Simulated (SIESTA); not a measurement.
HPbNO4 in SIESTA: the effect of basis

Crystal: HPbNO4.

```
CELL_PARAMETERS angstrom
3.85707 0.00178 -0.03658
0.17353 4.33436 -0.01647
0.75803 0.83873 5.87662
ATOMIC_POSITIONS crystal
H 0.61511 0.89559 0.19844
Pb 0.64597 0.44651 0.91685
N 0.71474 0.23810 0.50058
O 0.16958 0.47007 0.77768
O 0.62919 0.97045 0.49845
O 0.56424 0.92583 0.03849
O 0.78022 0.42250 0.31951
```

The cell was built by a generator and needn't be a form met in nature.

Alike in all runs:

| Quantity | Value |
| --- | --- |
| Program | SIESTA 5.4.2 |
| Task | band structure |
| Functional | PBE |
| Potentials or basis | PseudoDojo 0.4 standard (PBE files) |
| Grid cutoff | 800 Ry |
| Energy shift | 0.003 Ry |
| k mesh | 7 × 6 × 5 |
| Occupations | fermi-dirac, width 0.05 eV |
| Spin | no spin polarisation |

**Question.** One run gave: gap on the mesh 0.47 eV; pressure 20.8 GPa; largest force 14.27 eV/Å. Which basis did it use?
A. TZP
B. TZDP
C. DZ
D. DZP
E. SZ

**Answer.** E.

| basis | gap on the mesh (eV) | pressure (GPa) | largest force (eV/Å) |
| --- | --- | --- | --- |
| SZ | 0.47 | 20.8 | 14.27 |
| SZP | 0.48 | 7.0 | 5.37 |
| DZ | 0.37 | 7.4 | 4.57 |
| DZP | 0.34 | 3.7 | 1.52 |
| TZP | 0.34 | 3.1 | 1.44 |
| TZDP | 0.36 | 3.7 | 2.41 |

Caveats: spin-orbit coupling is left out, which as a rule narrows the gap of such compounds by several tenths of an eV; the basis of atomic orbitals isn't converged, which shifts pressures, moduli and gaps; forces of over 1 eV/Å show positions far from the minimum, so gaps and moduli don't describe the material at rest; the basis has no polarisation orbitals (some runs); the mesh misses the band edges, which the band path finds closer together (some runs).
